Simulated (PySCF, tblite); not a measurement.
# C₇H₁₁O radical: geometry, infrared bands and EPR parameters

Wanted: the infrared bands and EPR parameters of C₇H₁₁O radical (`CC1=CCCC[C]1O`), by calculation.

Programs: tblite 0.8.0 and PySCF 2.14.0, with density-fitted response routines of our own. Each step states its level of theory. These are calculated values for one molecule in the gas phase, unless marked as measured. Atoms count from 0, in the outputs and in this text.

### 1 Starting geometry

19 atoms, charge 0, multiplicity 2; geometry from: force field or distance geometry start.

Bonds of the start (Å): C0–C1 1.52, C1–C2 1.35, C2–C3 1.52, C3–C4 1.51, C4–C5 1.53, C5–C6 1.50, C6–O7 1.38, C6–C1 1.44, C0–H8 1.10, C0–H9 1.10, C0–H10 1.09, C2–H11 1.08, C3–H12 1.10, C3–H13 1.10, C4–H14 1.10, C4–H15 1.10, C5–H16 1.10, C5–H17 1.09, O7–H18 0.97.

### 2 Relaxing the molecule with GFN2-xTB

What the job is given:

```
{"job": {"kind": "relax", "xc": "GFN2-xTB", "basis": "xTB"}, "charge": 0, "multiplicity": 2}
C      2.334100    -0.367900     0.854900
C      0.884500    -0.251100     0.423200
C     -0.027500    -1.167000     0.796000
C     -1.479400    -1.086700     0.362300
C     -1.704500    -0.185200    -0.832000
C     -0.941500     1.130600    -0.714900
C      0.495800     0.880600    -0.372300
O      1.461200     1.797800    -0.715600
H      2.508900    -1.260400     1.467200
H      2.617000     0.503500     1.456900
H      2.979100    -0.431600    -0.020300
H      0.239100    -2.006900     1.424900
H     -1.837400    -2.100700     0.135300
H     -2.070100    -0.742800     1.218600
H     -1.377100    -0.697600    -1.745500
H     -2.776800     0.016300    -0.950700
H     -1.386700     1.754200     0.074900
H     -1.013300     1.683300    -1.652400
H      1.085100     2.540800    -1.217800
```

Run with:

```sh
$ OMP_NUM_THREADS=1 python probes_run.py task.json out
```

This one command runs all jobs of the session in turn.

**Question.** This job is followed by: GFN2-xTB harmonic vibrations, gas phase; UKS B3LYP, pcH-1 on C H O, non-relativistic, mean-field spin-orbit, GIAO. What will the session give for the following? strongest single infrared mode (GFN2-xTB); zero-point energy (GFN2-xTB); g(iso) (B3LYP); ⟨S²⟩; largest a(iso) (averaged by class); surface potential, 1st and 99th percentile.

The runs gave:

```
                                 quantity                  value
strongest single infrared mode (GFN2-xTB)  1275 cm⁻¹, 190 km/mol
             zero-point energy (GFN2-xTB)         101.2 kcal/mol
                           g(iso) (B3LYP)                2.00296
                                     ⟨S²⟩     0.773 (exact 0.75)
       largest a(iso) (averaged by class)    13C on C6, 57.3 MHz
    surface potential, 1st and 99th percentile     -1.23 V and 2.22 V
```

**Reading.** Over 55 steps the energy fell by 0.114 eV; of the close pairs, C1–C6 changed most, 1.437 to 1.388 Å. All 51 modes are real, so the xTB geometry is a minimum. The strongest single mode, at 1275 cm⁻¹, has its largest shares on C6, O7, H18 and H16 (the list is cut at 4 atoms). Unscaled tight-binding wavenumbers are off by several per cent, some by more. Its intensities can rank the bands wrongly. The largest spin populations lie on C2 (0.62 e), C6 (0.56 e). The isotropic g lies 0.6 ppt above the free-electron value.
